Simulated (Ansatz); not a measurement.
# CH8ClNSi2: one species, many methods

The task here is to estimate one member of a computed series from the others.

Computed with Ansatz 0.2.0, Gaussian basis. Level: functionals in def2-TZVPP, the program's frozen cores in correlated methods.

Levels to be run: PBE-D4, r2SCAN-D4, PBE0-D4, B3LYP-D4, ωB97X-V, ωB97M-V, B2PLYP; CCSD(T)/def2-TZVPP; MP2/def2-QZVPP; extrapolation to the limit.

**The relaxed structure**

An earlier PBE0-D4 in a triple-zeta def2 set relaxation fixed the geometry.

13 atoms, charge 0, spin multiplicity 1.

Atoms are counted from 1 here; the program's logs count them from 0.

Bond lengths: N1–Si2 1.716 Å, N1–H6 1.005 Å, N1–H7 1.006 Å, Si2–Si3 2.345 Å, Si2–C4 1.894 Å, Si2–H8 1.487 Å, Si3–H9 1.485 Å, Si3–H10 1.492 Å, Si3–H11 1.489 Å, C4–Cl5 1.789 Å, C4–H12 1.091 Å, C4–H13 1.091 Å. Angles: Si2–N1–H6 123.0°, Si2–N1–H7 122.5°, H6–N1–H7 112.2°, N1–Si2–Si3 109.4°, N1–Si2–C4 113.5°, N1–Si2–H8 107.5°, Si3–Si2–C4 108.5°, Si3–Si2–H8 111.8°, C4–Si2–H8 106.1°, Si2–Si3–H9 112.3°, Si2–Si3–H10 109.5°, Si2–Si3–H11 109.6°, H9–Si3–H10 108.5°, H9–Si3–H11 108.8°, H10–Si3–H11 107.9°, Si2–C4–Cl5 108.3°, Si2–C4–H12 112.5°, Si2–C4–H13 112.4° and more.

Set-up of the first run:

Contents of in.yaml:

```yaml
crystal:
  periodic: [false, false, false]
  atoms:
    - {symbol: N, position_ang: [-0.930837, 1.685850, 0.399356]}
    - {symbol: Si, position_ang: [-0.414921, 0.050216, 0.468333]}
    - {symbol: Si, position_ang: [1.926179, -0.033374, 0.358360]}
    - {symbol: C, position_ang: [-1.119651, -1.024403, -0.922873]}
    - {symbol: Cl, position_ang: [-0.468461, -2.680282, -0.738262]}
    - {symbol: H, position_ang: [-0.518822, 2.363961, -0.217552]}
    - {symbol: H, position_ang: [-1.824651, 1.984980, 0.749995]}
    - {symbol: H, position_ang: [-0.928813, -0.528636, 1.738281]}
    - {symbol: H, position_ang: [2.459101, -1.377911, 0.695212]}
    - {symbol: H, position_ang: [2.373449, 0.322556, -1.019278]}
    - {symbol: H, position_ang: [2.506762, 0.963262, 1.299785]}
    - {symbol: H, position_ang: [-0.831113, -0.667906, -1.912490]}
    - {symbol: H, position_ang: [-2.207824, -1.092913, -0.883967]}
basis:
  gaussian: {orbitals: def2-TZVPP}
hamiltonian: {xc: pbe, dispersion: d4}
output: {forces: true, orbitals: {seedname: orbitals}}
```

Run with:

```
$ ansatz run in.yaml --threads 4 --pin off --events-out ev --progress --plain --max-ram 10444MiB
```

Among the steps run: PBE-D4 (GGA); r2SCAN-D4 (meta-GGA); PBE0-D4 (hybrid); B3LYP-D4 (hybrid); ωB97X-V (range-separated); ωB97M-V (range-separated); B2PLYP (double hybrid); CCSD(T) in def2-TZVPP; MP2 in def2-QZVPP.

One of the session's tables, all rows but one given; the rest of the session is left out.

It belongs to the step «Atomisation energies». 

```
            method  atomisation energy (kJ/mol)
            PBE-D4                       4250.6
         r2SCAN-D4                       4216.4
           PBE0-D4                       4207.0
          B3LYP-D4                       4222.6
           ωB97X-V                       4254.4
           ωB97M-V                       4236.5
            B2PLYP                            ?
     HF/def2-TZVPP                       3073.8
    MP2/def2-TZVPP                       4119.9
   CCSD/def2-TZVPP                       4049.1
CCSD(T)/def2-TZVPP                       4103.2
           MP2/CBS                       4244.4
       CCSD(T)/CBS                       4227.6
```

Q: Estimate the row for B2PLYP from the others.

The run gave: atomisation energy (kJ/mol): 4159.6. In the column «atomisation energy (kJ/mol)» it lies between MP2/def2-TZVPP (4119.9) and PBE0-D4 (4207.0).

Caveats from the session: Free atoms (1 N, 2 Si, 1 C, 1 Cl, 8 H) were run apart at each level; the atomisation energy is their sum less the molecule, without zero-point or spin-orbit terms.
